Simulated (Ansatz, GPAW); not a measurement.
PbF2: GLLB-SC, run from Python

These are simulated results from GPAW 26.7.0, not measurements. The cell was built from a prototype and was relaxed with r2SCAN in plane waves (Ansatz 0.2.0). Not every such cell is a known phase. All runs are without spin polarisation.

The symmetry is Fm-3m (No. 225, cubic); conventional cell a = 5.921 Å, 17.30 Å³ an atom. Pb is surrounded by 8 F at 2.56 Å; F is surrounded by 4 Pb at 2.56 Å.

GLLB-SC is a model potential. Its fundamental gap is the Kohn-Sham gap plus a derivative discontinuity, which the script evaluates at the band edges among the listed k points. Its total energy isn't variational and serves nothing here.

run.py reads:

```python
import json
from ase import Atoms
from gpaw import GPAW, PW, FermiDirac

atoms = Atoms(['Pb', 'F', 'F'],
              cell=[[0.0, 2.960439, 2.960439], [2.960439, 0.0, 2.960439], [2.960439, 2.960439, 0.0]],
              scaled_positions=[[0.0, -0.0, -0.0], [0.25, 0.25, 0.25], [0.75, 0.75, 0.75]],
              pbc=True)
calc = GPAW(mode=PW(400), xc='GLLBSC', kpts={'size': (6, 6, 6), 'gamma': True},
            occupations=FermiDirac(0.02), maxiter=100, legacy_gpaw=True, txt='gpaw.txt')
atoms.calc = calc
res = {'energy': atoms.get_potential_energy(force_consistent=True)}
res['electrons'] = calc.get_number_of_electrons()
res['k'] = calc.get_ibz_k_points().tolist()
res['levels'] = [calc.get_eigenvalues(kpt=i).tolist() for i in range(len(res['k']))]
points = [[0.0, 0.0, 0.0], [0.5, 0.0, 0.5], [0.625, 0.25, 0.625], [0.375, 0.375, 0.75], [0.5, 0.5, 0.5], [0.5, 0.25, 0.75], [0.25, -0.5, -0.25], [0.0, 0.5, 0.5]]
bands = calc.fixed_density(kpts=points, symmetry='off', nbands=round(res['electrons']) // 2 + 6, convergence={'bands': -2}, txt='bands.txt')
res['points'] = [bands.get_eigenvalues(kpt=i).tolist() for i in range(len(points))]
homo, lumo = bands.get_homo_lumo()
potential = calc.hamiltonian.xc.response.calculate_discontinuity_potential(homo, lumo)
res['discontinuity'] = bands.hamiltonian.xc.response.calculate_discontinuity(potential)
json.dump(res, open('results.json', 'w'))
print('free energy (eV):', round(res['energy'], 5))
```

Command: `python run.py`. It took 11 s on 1 thread of Arm Neoverse V2, on a shared host, peak memory 0.16 GiB.

The log gpaw.txt, trimmed of paths, versions and times, then the last line on the terminal. An iter line gives the energy in eV and the logarithms of the changes of orbitals (plane waves alone) and density (c: converged):

```
___ ___ ___ _ _ _
 |   |   |_  | | | |

 | | | | | . | | | |

 |__ |  _|___|_____|  26.7.0
 |___|_|

Input parameters:
  kpts: {gamma: True,
         size: (6, 6, 6)}
  maxiter: 100
  mode: {ecut: 400.0,
         name: pw}
  occupations: {fixmagmom: False,
                name: fermi-dirac,
                width: 0.02}
  xc: GLLBSC

System changes: positions, numbers, cell, pbc, initial_charges, initial_magmoms

Initialize ...

species:
  Pb:
    name:    Lead
    Z:       82.0
    valence: 14
    core:    68
    charge:  0.0  # [|e|]
    compensation charges:
      type: gauss
      rc: 0.38  # [Å]
      lmax: 2
    cutoffs:
      filter: 2.36  # [Å]
      core: 2.43  # [Å]
    projectors
    | kind |    occ | energy [eV] | rcut [Å] |

    |------|--------|-------------|----------|

    |   6s |  2.000 |     -13.011 |    1.259 |

    |   6p |  2.000 |      -4.841 |    1.275 |

    |   5d | 10.000 |     -22.546 |    1.217 |

    |    s |        |      14.200 |    1.259 |

    |    p |        |      22.370 |    1.275 |

    |    d |        |       4.665 |    1.217 |

    Using partial waves for Pb as LCAO basis

  F:
    name:    Fluorine
    Z:       9.0
    valence: 7
    core:    2
    charge:  0.0  # [|e|]
    compensation charges:
      type: gauss
      rc: 0.20  # [Å]
      lmax: 2
    cutoffs:
      filter: 1.14  # [Å]
      core: 0.74  # [Å]
    projectors
    | kind |    occ | energy [eV] | rcut [Å] |

    |------|--------|-------------|----------|

    |   2s |  2.000 |     -36.122 |    0.635 |

    |   2p |  5.000 |     -16.598 |    0.635 |

    |    s |        |      -8.911 |    0.635 |

    |    p |        |      10.613 |    0.635 |

    |    d |        |       0.000 |    0.635 |

    Using partial waves for F as LCAO basis

Reference energy: -572538.209692  # eV

Spin-paired calculation

Convergence criteria:
 Maximum [total energy] change in last 3 cyles: 0.0005 eV / valence electron
 Maximum integral of absolute [dens]ity change: 0.0001 electrons / valence electron
 Maximum integral of absolute [eigenst]ate change: 4e-08 eV^2 / valence electron
 Maximum number of scf [iter]ations: 100
 (Square brackets indicate name in SCF output, whereas a 'c' in
 the SCF output indicates the quantity has converged.)

Symmetries present (total): 48

  ( 1  0  0)  ( 1  0  0)  ( 1  0  0)  ( 1  0  0)  ( 1  0 -1)  ( 1  0 -1)
  ( 1  0 -1)  ( 1 -1  0)  ( 0  1  0)  ( 0  0  1)  ( 1  0  0)  ( 1 -1  0)
  ( 1 -1  0)  ( 1  0 -1)  ( 0  0  1)  ( 0  1  0)  ( 1 -1  0)  ( 1  0  0)

  ( 1  0 -1)  ( 1  0 -1)  ( 1 -1  0)  ( 1 -1  0)  ( 1 -1  0)  ( 1 -1  0)
  ( 0  1 -1)  ( 0  0 -1)  ( 1  0  0)  ( 1  0 -1)  ( 0 -1  1)  ( 0 -1  0)
  ( 0  0 -1)  ( 0  1 -1)  ( 1  0 -1)  ( 1  0  0)  ( 0 -1  0)  ( 0 -1  1)

  ( 0  1  0)  ( 0  1  0)  ( 0  1  0)  ( 0  1  0)  ( 0  1 -1)  ( 0  1 -1)
  ( 1  0  0)  ( 0  1 -1)  ( 0  0  1)  (-1  1  0)  ( 1  0 -1)  ( 0  1  0)
  ( 0  0  1)  (-1  1  0)  ( 1  0  0)  ( 0  1 -1)  ( 0  0 -1)  (-1  1  0)

  ( 0  1 -1)  ( 0  1 -1)  ( 0  0  1)  ( 0  0  1)  ( 0  0  1)  ( 0  0  1)
  ( 0  0 -1)  (-1  1  0)  ( 1  0  0)  ( 0  1  0)  ( 0 -1  1)  (-1  0  1)
  ( 1  0 -1)  ( 0  1  0)  ( 0  1  0)  ( 1  0  0)  (-1  0  1)  ( 0 -1  1)
[... 7 lines left out ...]
  ( 1 -1  0)  ( 0  0  1)  ( 0 -1  1)  (-1  0  0)  ( 1 -1  0)  ( 0  0 -1)

  (-1  1  0)  (-1  1  0)  (-1  1  0)  (-1  1  0)  (-1  0  1)  (-1  0  1)
  ( 0  1  0)  ( 0  1 -1)  (-1  0  1)  (-1  0  0)  ( 0  0  1)  ( 0 -1  1)
  ( 0  1 -1)  ( 0  1  0)  (-1  0  0)  (-1  0  1)  ( 0 -1  1)  ( 0  0  1)

  (-1  0  1)  (-1  0  1)  (-1  0  0)  (-1  0  0)  (-1  0  0)  (-1  0  0)
  (-1  1  0)  (-1  0  0)  ( 0  0 -1)  ( 0 -1  0)  (-1  1  0)  (-1  0  1)
  (-1  0  0)  (-1  1  0)  ( 0 -1  0)  ( 0  0 -1)  (-1  0  1)  (-1  1  0)

216 k-points: 6 x 6 x 6 Monkhorst-Pack grid + [1/12,1/12,1/12]
16 k-points in the irreducible part of the Brillouin zone
       k-points in crystal coordinates                weights
   0:     0.00000000    0.00000000    0.00000000          1/216
   1:     0.16666667    0.16666667    0.00000000          6/216
   2:     0.16666667    0.16666667    0.16666667          8/216
   3:     0.33333333    0.16666667    0.16666667         12/216
   4:     0.33333333    0.33333333   -0.33333333         12/216
   5:     0.33333333    0.33333333    0.00000000          6/216
   6:     0.33333333    0.33333333    0.16666667         24/216
   7:     0.33333333    0.33333333    0.33333333          8/216
   8:     0.50000000    0.33333333   -0.33333333         24/216
   9:     0.50000000    0.33333333   -0.16666667         12/216
          ...
  15:     0.50000000    0.50000000    0.50000000          4/216

Wave functions: Plane wave expansion
  Cutoff energy: 400.000 eV
  Number of coefficients (min, max): 923, 960
  Pulay-stress correction: 0.000000 eV/Ang^3 (de/decut=0.000000)
  Using FFTW library
  ScaLapack parameters: grid=1x1, blocksize=None
  Wavefunction extrapolation:
    Improved wavefunction reuse through dual PAW basis

Occupation numbers: Fermi-Dirac:
  width: 0.0200  # eV

Eigensolver
   Davidson(niter=2)

Densities:
  Coarse grid: 20*20*20 grid
  Fine grid: 40*40*40 grid
  Total Charge: 0.000000

Density mixing:
  Method: separate
  Backend: msr1
  Linear mixing parameter: 0.05
  old densities: 10
  Width of damping distribution: 1.1
  Damping of long wavelength oscillations: 20

Hamiltonian:
  XC and Coulomb potentials evaluated on a 40*40*40 grid
  Using the GLLBSC Exchange-Correlation functional
  External potential:
    NoExternalPotential

XC parameters: GLLBSC functional being used consists of
  -----------------------------------------------------------------------
  | Weight | Module     | Description                                   |

  -----------------------------------------------------------------------
  |  1.000 | SCREENING  | GGA_X_PBE_SOL with 2 nearest neighbor stencil |

  |  1.000 | RESPONSE   | eps=0.0500 eV                                 |

  |  1.000 | XC         | GGA_C_PBE_SOL with 2 nearest neighbor stencil |

  -----------------------------------------------------------------------

Memory estimate:
  Process memory now: 113.09 MiB
  Calculator: 12.50 MiB
    Density: 4.06 MiB
      Arrays: 1.59 MiB
      Localized functions: 1.25 MiB
      Mixer: 1.22 MiB
    Hamiltonian: 1.07 MiB
      Arrays: 1.04 MiB
      XC: 0.00 MiB
      Poisson: 0.00 MiB
      vbar: 0.03 MiB
    Wavefunctions: 7.37 MiB
      Arrays psit_nG: 3.98 MiB
      Eigensolver: 0.37 MiB
      Projections: 0.18 MiB
      Projectors: 2.30 MiB
      PW-descriptor: 0.54 MiB

Total number of cores used: 1

Number of atoms: 3
Number of atomic orbitals: 17
Number of bands in calculation: 17
Number of valence electrons: 28
Bands to converge: occupied

... initialized

Initializing position-dependent things.

Density initialized from atomic densities
Creating initial wave functions:
  17 bands from LCAO basis set
Positions:
   0 Pb     0.000000    0.000000    0.000000    ( 0.0000,  0.0000,  0.0000)
   1 F      1.480220    1.480220    1.480220    ( 0.0000,  0.0000,  0.0000)
   2 F      4.440658    4.440658    4.440658    ( 0.0000,  0.0000,  0.0000)

Unit cell:
           periodic     x           y           z      points  spacing
  1. axis:    yes    0.000000    2.960439    2.960439    20     0.1709
  2. axis:    yes    2.960439    0.000000    2.960439    20     0.1709
  3. axis:    yes    2.960439    2.960439    0.000000    20     0.1709

  Lengths:   4.186693   4.186693   4.186693
  Angles:   60.000000  60.000000  60.000000

Effective grid spacing dv^(1/3) = 0.1865

iter:   1   -18.925805
iter:   2   -15.651909   -0.90  -1.09
iter:   3   -13.988542   -0.87  -1.17
iter:   4   -12.277775   -1.06  -1.35
iter:   5   -13.438285   -1.36  -1.62
iter:   6   -12.090806   -1.83  -1.57
iter:   7   -12.186165   -3.10  -2.51
iter:   8   -12.093548   -3.47  -2.34
iter:   9   -12.131730   -4.32  -3.00
iter:  10   -12.118816   -4.25  -2.89
iter:  11   -12.113255   -5.18  -3.55
iter:  12   -12.109035c  -5.84  -3.81
iter:  13   -12.109174c  -7.08  -4.42c
iter:  14   -12.108995c  -7.92c -4.94c

Converged after 14 iterations.

Energy contributions relative to reference atoms: (reference = -572538.209692)

Kinetic:        +22.145081
Potential:      -18.052932
External:        +0.000000
XC:             -16.554695
Entropy (-ST):   -0.000000
Local:           +0.353551
SIC:             +0.000000
--------------------------
Free energy:    -12.108995
Extrapolated:   -12.108995

GLLBSC response reference energy: 0.16417 eV (from HOMO)

Showing only first 2 kpts
 Kpt  Band  Eigenvalues  Occupancy
  0    12     -2.23702    2.00000
  0    13     -2.23702    2.00000
  0    14      7.93895    0.00000
  0    15      7.94012    0.00000

  1    12     -2.11544    2.00000
  1    13     -1.41104    2.00000
  1    14      6.91836    0.00000
  1    15      8.16866    0.00000

Fermi level: 1.34725

Gap: 5.344 eV
Transition (v -> c):
  (s=0, k=9, n=13, [0.50, 0.33, -0.17]) -> (s=0, k=12, n=14, [0.50, 0.50, 0.00])
Direct/indirect transitions are different
Direct gap: 5.421 eV
Transition at: (s=0, k=12, n=13, [0.50, 0.50, 0.00])

free energy (eV): -12.109
```

The gap in the log is over the mesh alone; results.json adds the listed points. GLLB-SC gives a gap of 7.23 eV (5.314 eV Kohn-Sham over the listed points plus 1.921 eV discontinuity). On the same cell, plane-wave PBE (Ansatz, 8×8×8 k points and the special points) gives a gap of 4.42 eV and r2SCAN a gap of 4.93 eV; on shared hosts these took about 1.8 and 4.7 core-seconds on the 3-atom cell, against 11 for the script. Spin-orbit coupling, left out in all these runs, can cut or reorder the gap by tenths of an eV, up to about 1 eV with Pb or Bi.

Spin-orbit coupling is left out; in compounds of Pb, Bi, Tl or Hg it can lower a gap by up to about 1 eV, split its edges or invert the bands.
